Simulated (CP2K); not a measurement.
Crystal: HfGe.

```
Hf Ge
1.0
     3.21967    0.00000    0.00000
     0.00000    3.21967    0.00000
     0.00000    0.00000    4.10843
Hf Ge
1 1
Direct
  0.50000 0.50000 0.00000
  0.00000 0.00000 0.00000
```

The cell was built by a generator and needn't be a form met in nature.

Base run:

- Program: CP2K 2026.2
- Functional: vdW-DF-cx
- Potentials or basis: POTENTIAL_UZH Hf GTH-PBE-q12, Ge GTH-PBE-q4; TZVP-MOLOPT-PBE-GTH basis
- Density cutoff: 9184 eV
- k mesh: 8 × 8 × 7
- Occupations: fermi-dirac, width 0.05 eV
- Spin: no spin polarisation

Its results: band gap on the k mesh none (metal or under the smearing width); pressure 59.9 GPa.

Problem. After a change of settings the same cell gave: band gap on the k mesh none (metal or under the smearing width); pressure 62.6 GPa. Which change was it?
A. functional from vdW-DF-cx to PW91
B. functional from vdW-DF-cx to revPBE
C. functional from vdW-DF-cx to PBEsol
D. functional from vdW-DF-cx to PBE

Solution. B.

Caveats: a pressure of tens of GPa on the cell as given is suspect, and the run, the potentials or the cell itself is likely at fault; the potentials were made for another functional, which shifts forces and pressure; spin-orbit coupling is left out, which moves the levels of the heavy elements; the basis of atomic orbitals isn't converged, which shifts pressures, moduli and gaps.
